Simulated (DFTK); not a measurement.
HfIn4SiO6, 12 atoms in the cell. The structure is monoclinic, space group C2 (No. 5). The conventional cell has a = 5.432 Å, b = 9.407 Å, c = 7.636 Å, α = 90.00°, β = 104.07°, γ = 90.00°. Hf (site symmetry 2) has 6 O at 2.13 to 2.14 Å as nearest neighbours. In (site symmetry 2) is surrounded by 2 O at 2.73 Å and 4 In at 3.12 Å. In (site symmetry 2) has 6 O at 2.23 Å as nearest neighbours. In (site symmetry 2) is surrounded by 2 O at 2.73 Å and 3 In at 3.07 to 3.12 Å. Around In (site symmetry 2) lie 2 O at 2.73 Å and 3 In at 3.07 to 3.12 Å. Si (site symmetry 2) has 6 O at 1.85 Å as nearest neighbours. O (site symmetry 1) has 1 Si at 1.85 Å as nearest neighbours. O (site symmetry 1) has 1 Si at 1.85 Å as nearest neighbours. The cell was built by a generator and needn't be a form met in nature.

| Property | Result |
| --- | --- |
| Program | DFTK 0.8.2 |
| Task | single point |
| Functional | PBE |
| Potentials or basis | dojo.nc.sr.pbe.v0_4_1.standard.upf (PBE) |
| Cutoff | 1143 eV |
| k mesh | 6 × 6 × 4 |
| Occupations | fermi-dirac, width 0.05 eV |
| Spin | no spin polarisation |
| Valence electrons | Hf 12, In 13, O 6, Si 4 |
| SCF tolerance on the density | 1e-06 |

Potentials or basis: dojo.nc.sr.pbe.v0_4_1.standard.upf (PBE).

The run is started by

```bash
$ julia --threads=4 run.jl  # save.jl only writes the numbers to a file and isn't shown; printed stress counts tension as positive; times include loading and compiling
```

Hardware: 4 threads of Intel(R) Xeon(R) 6975P-C (Granite Rapids), on a shared host.

Question: How long does it take, and how much memory?

Answer: Wall time 36 min on 4 threads of Intel(R) Xeon(R) 6975P-C (Granite Rapids), with other jobs on the host, peak memory 29 GiB. Counts: scf iterations 14, k points 78, plane waves 16639, bands 65.
